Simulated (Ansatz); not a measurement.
Working through a geometry optimisation of H6SeSi2, SMILES [SiH3][SiH2][SeH]

Program: Ansatz 0.2.0, Python API.

`h6sesi2.xyz`
```text
9

Si   -0.88190    0.66400   -0.62540
Si    0.61450   -0.82290   -0.13830
Se    1.90410   -0.03130    1.53390
H    -1.71210    0.21390   -1.72420
H    -0.26680    1.94190   -1.08650
H    -1.74930    0.99430    0.55270
H    -0.01500   -2.05850    0.29910
H     1.48240   -1.07120   -1.33090
H     0.71280    0.12360    2.50250
```

Notebook, run cell by cell (the value of a cell's last expression is shown):

In [1]:
```python
from dataclasses import dataclass

import ansatz
import numpy as np
```

In [2]:
```python
@dataclass
class Settings:
    basis_set: str = "def2-SVP"
    functional: str = "b3lyp"
```

In [3]:
```python
cfg = Settings()
```

In [4]:
```python
geometry = ansatz.Crystal.molecule_from_extxyz("h6sesi2.xyz")
```

In [5]:
```python
calc = geometry.calculation()
calc = calc.basis(gaussian=cfg.basis_set)
calc = calc.functional(cfg.functional)
symbols = [site.symbol for site in geometry.cartesian_sites]
start = np.array([site.position_ang for site in geometry.cartesian_sites], dtype=float)
rep = calc.relax(force_tolerance=0.02, max_steps=100).run(threads=1).report
end = np.array(rep["positions_ang"])
```

In [6]:
```python
print("reference energy %16.6f eV" % rep["reference_energy_ev"])
print("total energy     %16.6f eV" % rep["free_energy_ev"])
print("occupied (up, down):", rep["n_occupied"], " virtual:", rep["n_virtual"], " frozen:", rep["n_frozen"])
```
```text
reference energy    -81192.244813 eV
total energy        -81192.244813 eV
occupied (up, down): [34, 34]  virtual: [64, 64]  frozen: 0
```

In [7]:
```python
print("bond        before    after (A)")
for i, j in [(0, 1), (0, 3), (0, 4), (0, 5), (1, 2), (1, 6), (1, 7), (2, 8)]:
    d0, d1 = (np.linalg.norm(xyz[i] - xyz[j]) for xyz in (start, end))
    print(f"{symbols[i]}{i}-{symbols[j]}{j}".ljust(10), f"{d0:8.4f} {d1:8.4f}")
with open("h6sesi2_opt.xyz", "w") as handle:
    handle.write(f"{len(symbols)}\nrelaxed H6SeSi2\n")
    handle.writelines(f"{s:2s} {x:11.6f} {y:11.6f} {z:11.6f}\n" for s, (x, y, z) in zip(symbols, end))
```
```text
bond        before    after (A)
Si0-Si1      2.1650   2.3556
Si0-H3       1.4489   1.4946
Si0-H4       1.4913   1.4917
Si0-H5       1.4998   1.4930
Si1-Se2      2.2552   2.3161
Si1-H6       1.4541   1.4935
Si1-H7       1.4957   1.4913
Se2-H8       1.5432   1.4774
```

`h6sesi2_opt.xyz`, as written:
```text
9
relaxed H6SeSi2
Si   -0.983718    0.747552   -0.693640
Si    0.637254   -0.854679   -0.098646
Se    1.990800   -0.075572    1.611736
H    -1.855287    0.246962   -1.799744
H    -0.310248    2.003852   -1.133172
H    -1.835481    1.045561    0.495757
H    -0.005209   -2.151431    0.270506
H     1.586713   -1.097146   -1.222795
H     0.863876    0.088702    2.552899
```

Reading the output:
- Total energies depend on the basis set; only differences at equal settings carry meaning.
- The end point is the stationary point reached from this start; no frequency run checks that it is a minimum, and the basis set is modest.
- b3lyp holds the VWN-RPA fit, as in Gaussian; the form of ORCA and Turbomole is b3lyp5.
- The whole script took 22 s on 1 thread of Arm Neoverse V1, with other jobs on the host, peak memory 0.29 GiB.

(Lines on the test bed's own set-up are left out of the output.)
